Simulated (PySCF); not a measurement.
# C6H11O: the cost of one run

Computed with PySCF 2.14.0 and routines of our own; the level stands in each step. Atoms count from 0.

## 1. The starting structure

18 atoms, charge 0, multiplicity 2; geometry from: GFN2-xTB.

## 2. Open-shell or spin-flip excitations: unrestricted TDA B3LYP/def2-SVPD

Job settings and geometry (Å):

```
{"job": {"kind": "uabs", "xc": "B3LYP", "basis": "def2-SVPD", "nstates": 10, "tda": true}, "charge": 0, "multiplicity": 2}
C      1.202556     0.396600     1.423752
C      1.429404     0.374677     0.064943
C      2.628537     0.814379    -0.471604
O      0.539866    -0.076665    -0.865562
C     -0.748731    -0.525699    -0.475207
C     -1.272374    -1.370507    -1.633357
C     -1.680567     0.653975    -0.192167
H      0.294461     0.064287     1.887050
H      1.978386     0.754869     2.072278
H      2.786320     0.788845    -1.532254
H      3.411013     1.179644     0.162866
H     -0.664484    -1.160883     0.419107
H     -2.259442    -1.758678    -1.398777
H     -0.597729    -2.201184    -1.822401
H     -1.330976    -0.762087    -2.531782
H     -2.651378     0.292934     0.136732
H     -1.808742     1.242047    -1.097883
H     -1.264881     1.299763     0.577850
```

Level: unrestricted TDA B3LYP/def2-SVPD, vertical, gas phase, core orbitals frozen in the response.

The run is started by

```sh
OMP_NUM_THREADS=1 python excited_run.py task.json out
```

The driver reads the jobs from task.json and runs them one after another.

**Question.** How long does this first job take on 1 thread of Arm Neoverse V1, shared host, and how much memory does it need?

About 1.8 min, with a peak of 0.82 GiB.
